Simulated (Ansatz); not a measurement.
**GaH7OSi (built from SMILES O[SiH3].[GaH3]): search for a transition state**

Is there a first-order saddle for this four-centre ligand exchange, which should form Ga1–O6, H2–H5 and break Ga1–H2, H5–O6, and which two structures does it connect?

Program: Ansatz 0.2.0, Gaussian basis. Level of theory: PBE0-D4, def2-SVP first, then def2-TZVP. These are calculated values, not measurements.

152 further runs of the same task are left out: 152 set aside as unsound or not needed.

### Step 1. Starting geometry

The guess: 10 atoms, charge 0, spin multiplicity 1.

Atoms are counted from 1 here; the program's logs count them from 0.

Bond lengths: Ga1–H2 1.899 Å, Ga1–H3 1.547 Å, Ga1–H4 1.547 Å, Ga1–H5 1.855 Å, Ga1–O6 1.897 Å, O6–Si7 1.643 Å, Si7–H8 1.464 Å, Si7–H9 1.464 Å, Si7–H10 1.460 Å. Angles: H2–Ga1–H3 109.8°, H2–Ga1–H4 110.0°, H2–Ga1–H5 34.4°, H2–Ga1–O6 75.7°, H3–Ga1–H4 124.2°, H3–Ga1–H5 117.4°, H3–Ga1–O6 113.3°, H4–Ga1–H5 117.7°, H4–Ga1–O6 113.3°, H5–Ga1–O6 41.3°, Ga1–O6–Si7 166.4°, O6–Si7–H8 105.0°, O6–Si7–H9 105.7°, O6–Si7–H10 107.1°, H8–Si7–H9 112.2°, H8–Si7–H10 113.1°, H9–Si7–H10 113.1°.

Coordinates:

```xyz
10
charge 0, multiplicity 1
Ga   -0.95370    0.36470   -1.44580
H     0.63860    1.38720   -1.60190
H    -0.94990   -0.77620   -2.49100
H    -2.15830    1.29970   -1.18420
H     0.66580    0.80540   -0.65570
O     0.02600   -0.05340    0.12410
Si    0.57350   -0.65330    1.55260
H     0.99960    0.52080    2.31720
H     1.69680   -1.52740    1.21100
H    -0.53840   -1.36750    2.17370
```

Distances that are to change: Ga1–O6 1.90 Å, H2–H5 1.11 Å, Ga1–H2 1.90 Å, H5–O6 1.32 Å.

### Step 2. Constrained relaxation of the guess

The input, hold/in.yaml:

```yaml
crystal:
  periodic: [false, false, false]
  atoms:
    - {symbol: Ga, position_ang: [-0.953700, 0.364700, -1.445800]}
    - {symbol: H, position_ang: [0.638600, 1.387200, -1.601900]}
    - {symbol: H, position_ang: [-0.949900, -0.776200, -2.491000]}
    - {symbol: H, position_ang: [-2.158300, 1.299700, -1.184200]}
    - {symbol: H, position_ang: [0.665800, 0.805400, -0.655700]}
    - {symbol: O, position_ang: [0.026000, -0.053400, 0.124100]}
    - {symbol: Si, position_ang: [0.573500, -0.653300, 1.552600]}
    - {symbol: H, position_ang: [0.999600, 0.520800, 2.317200]}
    - {symbol: H, position_ang: [1.696800, -1.527400, 1.211000]}
    - {symbol: H, position_ang: [-0.538400, -1.367500, 2.173700]}
basis:
  gaussian: {orbitals: def2-SVP}
hamiltonian: {xc: pbe0, dispersion: d4}
relax: {f_tol: 0.04, max_steps: 150, escape_saddle: false, constraints: [{distance: [0, 5]}, {distance: [1, 4]}, {distance: [0, 1]}, {distance: [4, 5]}]}
```

Started as:

```sh
> ansatz run in.yaml --threads 4 --pin off --events-out ev --progress --plain --max-ram 9574MiB
```

The program printed, cut to the lines that bear on the results:

```text
Functional definition: PBE0
  name "PBE0"
  cite "Adamo & Barone, J. Chem. Phys. 110, 6158 (1999) doi:10.1063/1.478522"
  cite "Perdew, Burke & Ernzerhof, Phys. Rev. Lett. 77, 3865 (1996) doi:10.1103/PhysRevLett.77.3865"
  parent pbe
[...]
1035 factors; integrals over basis functions are off by at most 3.7e-4 eV
[...]
mean field -62392.48589968 eV, -2292.8815656674 hartree, gradient 1.2e-5 eV, S^2 0.000000; 0 other end points of the search recorded, 0 dependent functions left out
[...]
reference -62392.48593309 eV, -2292.8815668952 hartree; 30, 30 occupied and 69, 69 virtual orbitals, 1035 factors
relax step   1: F+E_penalty+E_count = -62392.65030534 eV  Δ(F+E_penalty+E_count) = +0.000e0 eV  max|allowed force component| = 5.999e-1 eV/Å  Δτ_max = 0.0000 Å  (24 SCF iters, accepted)
[...]
relax step   5: F+E_penalty+E_count = -62392.78264382 eV  Δ(F+E_penalty+E_count) = -2.529e-3 eV  max|allowed force component| = 7.672e-2 eV/Å  Δτ_max = 0.1102 Å  (24 SCF iters, accepted)
[...]
relax step   6: F+E_penalty+E_count = -62392.78402891 eV  Δ(F+E_penalty+E_count) = -1.385e-3 eV  max|allowed force component| = 1.624e-2 eV/Å  Δτ_max = 0.0332 Å  (23 SCF iters, accepted)
  distance Ga 0 - O 5 held at 1.897157 Å   reaction = -7.2541e-1 eV/Å
  distance H 1 - H 4 held at 1.111092 Å   reaction = +1.2496e0 eV/Å
  distance Ga 0 - H 1 held at 1.898761 Å   reaction = +1.7879e-1 eV/Å
  distance H 4 - O 5 held at 1.324753 Å   reaction = +4.5880e-1 eV/Å
1035 factors; integrals over basis functions are off by at most 4.5e-4 eV
mean field -62392.62005681 eV, -2292.8864958511 hartree, gradient 3.1e-5 eV, S^2 0.000000; 1 other end points of the search recorded, 0 dependent functions left out
[...]
reference -62392.62009031 eV, -2292.8864970822 hartree; 30, 30 occupied and 69, 69 virtual orbitals, 1035 factors
Total energy: -62392.78406241 eV, -2292.8925229455 hartree
Atom 0 at    -0.977313     0.333098    -1.414365 Å, force    -0.285283     0.191227    -0.607219 eV/Å
Atom 1 at     0.536189     1.420196    -1.778816 Å, force     0.048743    -0.645416     1.141938 eV/Å
Atom 2 at    -0.917073    -0.877838    -2.397139 Å, force     0.003886    -0.001753    -0.001491 eV/Å
Atom 3 at    -2.157735     1.299919    -1.092455 Å, force    -0.016243     0.007834     0.000737 eV/Å
Atom 4 at     0.703193     0.931143    -0.795219 Å, force    -0.373674     0.244986    -0.812090 eV/Å
Atom 5 at     0.164719     0.097260     0.082081 Å, force     0.623122     0.199845     0.274841 eV/Å
Atom 6 at     0.574754    -0.635850     1.522247 Å, force    -0.006731     0.006898     0.006287 eV/Å
Atom 7 at     1.005252     0.399114     2.507597 Å, force     0.003508    -0.001208     0.001615 eV/Å
Atom 8 at     1.690432    -1.607396     1.319338 Å, force     0.001139     0.001255    -0.004812 eV/Å
Atom 9 at    -0.622419    -1.359647     2.046730 Å, force     0.001534    -0.003670     0.000195 eV/Å
Dipole moment:     0.051267    -0.056663     0.121787 e Å
```

Wall time 10 s (4 threads of Arm Neoverse V1, shared host).

Step by step:

```csv
step,energy from step 1 (eV),largest force component (eV/Å)
1,0.0000,0.5999
2,-0.1102,0.1148
3,-0.1160,0.1067
4,-0.1298,0.0688
5,-0.1323,0.0767
6,-0.1337,0.0162
```

Close pairs (by a distance rule), those that changed most:

```csv
bond,before (Å),after (Å),change (Å)
Si7–H10,1.460,1.494,+0.034
Ga1–H5,1.855,1.888,+0.033
Si7–H9,1.464,1.493,+0.030
Si7–H8,1.464,1.492,+0.028
O6–Si7,1.643,1.667,+0.024
Ga1–H3,1.547,1.561,+0.013
Ga1–H4,1.547,1.559,+0.012
Ga1–H2,1.899,1.899,-0.000
```

### Step 3. Force constants to start from

The input, hessian/in.yaml:

```yaml
crystal:
  periodic: [false, false, false]
  atoms:
    - {symbol: Ga, position_ang: [-0.977313, 0.333098, -1.414365]}
    - {symbol: H, position_ang: [0.536189, 1.420196, -1.778816]}
    - {symbol: H, position_ang: [-0.917073, -0.877838, -2.397139]}
    - {symbol: H, position_ang: [-2.157735, 1.299919, -1.092455]}
    - {symbol: H, position_ang: [0.703193, 0.931143, -0.795219]}
    - {symbol: O, position_ang: [0.164719, 0.097260, 0.082081]}
    - {symbol: Si, position_ang: [0.574754, -0.635850, 1.522247]}
    - {symbol: H, position_ang: [1.005252, 0.399114, 2.507597]}
    - {symbol: H, position_ang: [1.690432, -1.607396, 1.319338]}
    - {symbol: H, position_ang: [-0.622419, -1.359647, 2.046730]}
basis:
  gaussian: {orbitals: def2-SVP}
hamiltonian: {xc: pbe0, dispersion: d4}
phonons: {}
scf: {lower_state_search: off}
```

Started as:

```sh
> ansatz run in.yaml --threads 4 --pin off --events-out ev --progress --plain --max-ram 9574MiB
```

The program printed, cut to the lines that bear on the results:

```text
[... 5 set-up lines as earlier in the session ...]
[...]
1040 factors; integrals over basis functions are off by at most 2.8e-4 eV
[...]
mean field -62392.62005482 eV, -2292.8864957776 hartree, gradient 3.3e-6 eV, S^2 0.000000; 0 other end points of the search recorded, 0 dependent functions left out
[...]
reference -62392.62008831 eV, -2292.8864970086 hartree; 30, 30 occupied and 69, 69 virtual orbitals, 1040 factors
[... from here to the last solve, the lines of the solves are left out (59 solves) ...]
1040 factors; integrals over basis functions are off by at most 2.8e-4 eV
mean field -62392.62003519 eV, -2292.8864950564 hartree, gradient 6.2e-6 eV, S^2 0.000000; 0 other end points of the search recorded, 0 dependent functions left out
[...]
reference -62392.62006868 eV, -2292.8864962872 hartree; 30, 30 occupied and 69, 69 virtual orbitals, 1040 factors
[...]
WARN: phonons: 3 modes above zero are rigid motions of the cell's bodies and no vibrations: the zero-point energy, free energy, entropy and heat capacity leave them out. With what each would have added to F at 1000 K, by the weight of its row in the mesh: 0.03 cm⁻¹ (-0.879 eV; rigid [...]
WARN: phonons: modes at or below zero, which the zero-point energy, F, S and C_V leave out: 2, the lowest at -1542.00 cm⁻¹. A minimum has none, and a first-order saddle one
[...]
Atom 1 at     0.536189     1.420196    -1.778816 Å, force     0.048730    -0.645423     1.141954 eV/Å
Atom 2 at    -0.917073    -0.877838    -2.397139 Å, force     0.003865    -0.001764    -0.001451 eV/Å
Atom 3 at    -2.157735     1.299919    -1.092455 Å, force    -0.016270     0.007787     0.000757 eV/Å
Atom 4 at     0.703193     0.931143    -0.795219 Å, force    -0.373676     0.244959    -0.812047 eV/Å
Atom 5 at     0.164719     0.097260     0.082081 Å, force     0.623146     0.199832     0.274856 eV/Å
Atom 6 at     0.574754    -0.635850     1.522247 Å, force    -0.006752     0.006905     0.006282 eV/Å
Atom 7 at     1.005252     0.399114     2.507597 Å, force     0.003522    -0.001212     0.001608 eV/Å
Atom 8 at     1.690432    -1.607396     1.319338 Å, force     0.001157     0.001246    -0.004808 eV/Å
Atom 9 at    -0.622419    -1.359647     2.046730 Å, force     0.001530    -0.003649     0.000192 eV/Å
Dipole moment:     0.051267    -0.056664     0.121788 e Å
Vibrations: -1542.00 -74.09 123.81 179.39 417.72 496.43 557.47 669.72 719.99 725.75 736.82 870.52 942.79 955.02 959.74 1001.33 1303.57 1448.91 1796.83 2012.18 2020.09 2236.15 2239.83 2245.02 cm⁻¹, zero-point energy 1.528667 eV
Checks for a lower state left out: stability, starts, cluster_reference, orbital_swaps, neighbouring_geometries, increment
```

Wall time 56 s (4 threads of Arm Neoverse V1, shared host).

The structure is not stationary yet, so these wavenumbers are no spectrum; the search needs only the force constants.

### Step 4. Saddle search in the small basis

A small driver takes partitioned rational-function steps: uphill along one mode, downhill along the rest. It calls the program once a step for energy and forces and updates the Hessian by Bofill's formula. It stops when the largest force is under 0.04 eV/Å and the followed curvature is negative. The first step's input:

The input, presaddle/in.yaml:

```yaml
crystal:
  periodic: [false, false, false]
  atoms:
    - {symbol: Ga, position_ang: [-0.977313, 0.333098, -1.414365]}
    - {symbol: H, position_ang: [0.536189, 1.420196, -1.778816]}
    - {symbol: H, position_ang: [-0.917073, -0.877838, -2.397139]}
    - {symbol: H, position_ang: [-2.157735, 1.299919, -1.092455]}
    - {symbol: H, position_ang: [0.703193, 0.931143, -0.795219]}
    - {symbol: O, position_ang: [0.164719, 0.097260, 0.082081]}
    - {symbol: Si, position_ang: [0.574754, -0.635850, 1.522247]}
    - {symbol: H, position_ang: [1.005252, 0.399114, 2.507597]}
    - {symbol: H, position_ang: [1.690432, -1.607396, 1.319338]}
    - {symbol: H, position_ang: [-0.622419, -1.359647, 2.046730]}
basis:
  gaussian: {orbitals: def2-SVP}
hamiltonian: {xc: pbe0, dispersion: d4}
output: {forces: true}
scf: {lower_state_search: off}
```

Started as:

```sh
> ansatz run in.yaml --threads 4 --pin off --events-out ev --progress --plain --max-ram 9574MiB
```

Step by step:

```csv
step,energy (eV),largest force (eV/Å),followed curvature (eV/Å²)
1,-62392.78403,1.1420,-13.24
2,-62392.89542,0.2854,-13.51
3,-62392.89931,0.0475,-13.49
4,-62392.90014,0.0398,-13.49
```

The 4 steps took 4.4 s in all (4 threads of Arm Neoverse V1, shared host).

### Step 5. Saddle search in triple zeta

The search itself is an outer loop (partitioned rational-function steps, Bofill update of the Hessian). Each step is one single-point run with forces. It stops when the largest force is under 0.01 eV/Å and the followed curvature is negative. The first step's input:

The input, saddle/in.yaml:

```yaml
crystal:
  periodic: [false, false, false]
  atoms:
    - {symbol: Ga, position_ang: [-0.990881, 0.367093, -1.474291]}
    - {symbol: H, position_ang: [0.527658, 1.325947, -1.687908]}
    - {symbol: H, position_ang: [-0.915690, -0.900992, -2.381296]}
    - {symbol: H, position_ang: [-2.168104, 1.351865, -1.199571]}
    - {symbol: H, position_ang: [0.648160, 0.903841, -0.776626]}
    - {symbol: O, position_ang: [0.147762, 0.170649, 0.129790]}
    - {symbol: Si, position_ang: [0.591151, -0.623778, 1.526456]}
    - {symbol: H, position_ang: [1.040972, 0.367509, 2.549478]}
    - {symbol: H, position_ang: [1.706816, -1.583879, 1.262915]}
    - {symbol: H, position_ang: [-0.587844, -1.378255, 2.051054]}
basis:
  gaussian: {orbitals: def2-TZVP}
hamiltonian: {xc: pbe0, dispersion: d4}
output: {forces: true}
scf: {lower_state_search: off}
```

Started as:

```sh
> ansatz run in.yaml --threads 4 --pin off --events-out ev --progress --plain --max-ram 9574MiB
```

The driver's record:

```csv
step,energy (eV),largest force (eV/Å),followed curvature (eV/Å²)
1,-62405.03346,0.6512,-13.49
2,-62405.04837,0.0593,-13.41
3,-62405.05264,0.0995,-13.41
4,-62405.05886,0.1289,-13.40
5,-62405.05970,0.1716,-13.40
6,-62405.05882,0.2866,-13.40
7,-62405.05857,0.2617,-13.39
8,-62405.06315,0.0924,-13.40
9,-62405.06450,0.0386,-13.40
10,-62405.06473,0.0571,-13.40
11,-62405.06503,0.0128,-13.40
12,-62405.06507,0.0052,-13.41
```

The 12 steps took 23 s in all (4 threads of Arm Neoverse V1, shared host).

Geometry at the end of the search:

```
Ga   -0.9628    0.3481   -1.4051
H     0.6095    1.1856   -1.6608
H    -0.8541   -1.1018   -1.9628
H    -2.1139    1.3887   -1.4735
H     0.6054    0.9682   -0.6692
O    -0.0048    0.4945    0.3339
Si    0.5559   -0.5757    1.4532
H     1.1151    0.1672    2.6104
H     1.6192   -1.4383    0.8697
H    -0.5695   -1.4365    1.9043
```

Followed mode, largest move set to 1: H5 (0.08, 0.53, -0.84); Ga1 (-0.08, -0.25, 0.37); O6 (-0.27, -0.21, 0.16); H2 (0.28, -0.03, 0.24).

### Step 6. Checking the order of the point

The input, vib/in.yaml:

```yaml
crystal:
  periodic: [false, false, false]
  atoms:
    - {symbol: Ga, position_ang: [-0.962794, 0.348121, -1.405129]}
    - {symbol: H, position_ang: [0.609459, 1.185645, -1.660831]}
    - {symbol: H, position_ang: [-0.854068, -1.101798, -1.962841]}
    - {symbol: H, position_ang: [-2.113923, 1.388676, -1.473510]}
    - {symbol: H, position_ang: [0.605442, 0.968210, -0.669204]}
    - {symbol: O, position_ang: [-0.004765, 0.494486, 0.333922]}
    - {symbol: Si, position_ang: [0.555861, -0.575682, 1.453157]}
    - {symbol: H, position_ang: [1.115110, 0.167173, 2.610429]}
    - {symbol: H, position_ang: [1.619179, -1.438283, 0.869745]}
    - {symbol: H, position_ang: [-0.569501, -1.436548, 1.904262]}
basis:
  gaussian: {orbitals: def2-TZVP}
hamiltonian: {xc: pbe0, dispersion: d4}
phonons: {temperatures: {t_min: 298.15, t_max: 900, t_step: 200}}
```

Started as:

```sh
> ansatz run in.yaml --threads 4 --pin off --events-out ev --progress --plain --max-ram 9574MiB
```

The program printed, cut to the lines that bear on the results:

```text
[... 5 set-up lines as earlier in the session ...]
[...]
1140 factors; their error is unknown
[...]
mean field -62404.90149142 eV, -2293.3378302483 hartree, gradient 3.4e-5 eV, S^2 0.000000; 0 other end points of the search recorded, 0 dependent functions left out
[...]
reference -62404.90152716 eV, -2293.3378315615 hartree; 30, 30 occupied and 128, 128 virtual orbitals, 1140 factors
[... from here to the last solve, the lines of the solves are left out (59 solves) ...]
1140 factors; their error is unknown
mean field -62404.90147445 eV, -2293.3378296246 hartree, gradient 1.7e-6 eV, S^2 0.000000; 0 other end points of the search recorded, 0 dependent functions left out
[...]
WARN: phonons: modes at or below zero, which the zero-point energy, F, S and C_V leave out: 1, the lowest at -1274.11 cm⁻¹. A minimum has none, and a first-order saddle one
[...]
Atom 2 at    -0.854068    -1.101798    -1.962841 Å, force    -0.000632     0.002012    -0.000517 eV/Å
Atom 3 at    -2.113923     1.388676    -1.473510 Å, force    -0.001417     0.002056    -0.000241 eV/Å
Atom 4 at     0.605442     0.968210    -0.669204 Å, force     0.000432     0.000484    -0.003780 eV/Å
Atom 5 at    -0.004765     0.494486     0.333922 Å, force     0.000009     0.003897    -0.000627 eV/Å
Atom 6 at     0.555861    -0.575682     1.453157 Å, force    -0.001843    -0.001955    -0.001745 eV/Å
Atom 7 at     1.115110     0.167173     2.610429 Å, force     0.000234    -0.001852     0.001435 eV/Å
Atom 8 at     1.619179    -1.438283     0.869745 Å, force     0.001774     0.000548     0.002125 eV/Å
Atom 9 at    -0.569501    -1.436548     1.904262 Å, force     0.001704     0.001880    -0.000791 eV/Å
Dipole moment:     0.026271    -0.045334    -0.048292 e Å
Vibrations: -1274.11 60.00 75.99 145.73 395.34 464.23 578.99 683.03 708.57 726.48 741.28 894.36 949.09 957.11 989.97 1029.37 1216.83 1770.51 1803.91 2014.51 2033.78 2215.04 2222.24 2235.12 cm⁻¹, zero-point energy 1.544316 eV
```

Wall time 1.7 min (4 threads of Arm Neoverse V1, shared host).

The modes, with what each moves most:

```csv
mode,wavenumber (cm⁻¹),character
1,1274i,"changes H2–H5, Ga1–H2, H5–O6"
2,60,torsion
3,76,bend
4,146,bend
5,395,Ga–O stretch
6,464,bend
7,579,bend
8,683,bend
9,709,bend
10,726,bend
11,741,bend
12,894,Si–O stretch
13,949,bend with torsion
14,957,bend with torsion
15,990,bend
16,1029,bend with Ga–H stretch
17,1217,bend
18,1771,bend with Ga–H stretch
19,1804,Ga–H stretch with bend
20,2015,Ga–H stretch
21,2034,Ga–H stretch
22,2215,Si–H stretch
23,2222,Si–H stretch
24,2235,Si–H stretch
```

Vibrational sums (real modes only):

```csv
T (K),entropy (J/mol/K),heat capacity (J/mol/K)
298,63.4,64.1
498,105.7,101.4
698,144.2,127.0
898,178.5,144.4
```

(Part 1 of 2 ends here.)
